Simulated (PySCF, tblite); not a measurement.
# C₆H₁₁O radical: geometry, infrared bands and EPR parameters

What infrared bands and EPR parameters should C₆H₁₁O radical (`[H]/[C]=C\C[C@@H](O)CC`) show?

Programs: tblite 0.8.0 and PySCF 2.14.0, with density-fitted response routines of our own. Each step states its level of theory. These are calculated values for one molecule in the gas phase, unless marked as measured. Atoms are numbered from 0 throughout.

### Step 1. Starting geometry

18 atoms, charge 0, multiplicity 2; geometry from: force field or distance geometry start.

Bonds of the start (Å): C0–C1 1.31, C1–C2 1.49, C2–C3 1.54, C3–O4 1.42, C3–C5 1.53, C5–C6 1.52, C0–H7 1.07, C1–H8 1.10, C2–H9 1.09, C2–H10 1.10, C3–H11 1.11, O4–H12 0.97, C5–H13 1.10, C5–H14 1.10, C6–H15 1.10, C6–H16 1.10, C6–H17 1.10.

### Step 2. Geometry optimisation with GFN2-xTB

Job settings and geometry (Å):

```
{"job": {"kind": "relax", "xc": "GFN2-xTB", "basis": "xTB"}, "charge": 0, "multiplicity": 2}
C      3.240700     0.710300     0.645800
C      2.314500    -0.209300     0.585600
C      1.219900    -0.279500    -0.418600
C     -0.170700    -0.024000     0.202800
O     -0.298300     1.338100     0.600700
C     -1.293600    -0.357700    -0.787800
C     -2.674000    -0.191200    -0.178200
H      3.989300     1.474800     0.685700
H      2.362300    -1.018800     1.329900
H      1.235100    -1.270300    -0.881100
H      1.389900     0.461000    -1.214500
H     -0.295900    -0.647700     1.114200
H      0.465300     1.560600     1.160500
H     -1.175500    -1.387400    -1.147800
H     -1.220700     0.316500    -1.652700
H     -2.858900     0.840600     0.147600
H     -2.794500    -0.839200     0.702500
H     -3.443800    -0.470500    -0.906200
```

Launch:

```console
$ OMP_NUM_THREADS=1 python probes_run.py task.json out
```

This one command runs all jobs of the session in turn.

**Question.** This job is followed by: GFN2-xTB harmonic vibrations, gas phase; UKS B3LYP, pcH-1 on C H O, non-relativistic, mean-field spin-orbit, GIAO. Predict these results of the whole session: strongest single infrared mode (GFN2-xTB); zero-point energy (GFN2-xTB); g(iso) (B3LYP); ⟨S²⟩; largest a(iso) (averaged by class); surface potential, 1st and 99th percentile.

As calculated:

| quantity | value |
| --- | --- |
| strongest single infrared mode (GFN2-xTB) | 333 cm⁻¹, 112 km/mol |
| zero-point energy (GFN2-xTB) | 95.7 kcal/mol |
| g(iso) (B3LYP) | 2.00218 |
| ⟨S²⟩ | 0.758 (exact 0.75) |
| largest a(iso) (averaged by class) | 13C on C0, 308.5 MHz |
| surface potential, 1st and 99th percentile | -1.49 V and 1.36 V |

In words: Relaxing lowered the energy by 0.227 eV in 83 steps; the close pair that moved most is C1–C2, from 1.487 to 1.524 Å. All 48 modes are real, so the xTB geometry is a minimum. The strongest single mode, at 333 cm⁻¹, moves mainly H12. Unscaled tight-binding wavenumbers are off by several per cent, some by more. Its intensities can rank the bands wrongly. C0 carries the largest spin population, 1.03 e. The isotropic g lies 0.1 ppt below the free-electron value.
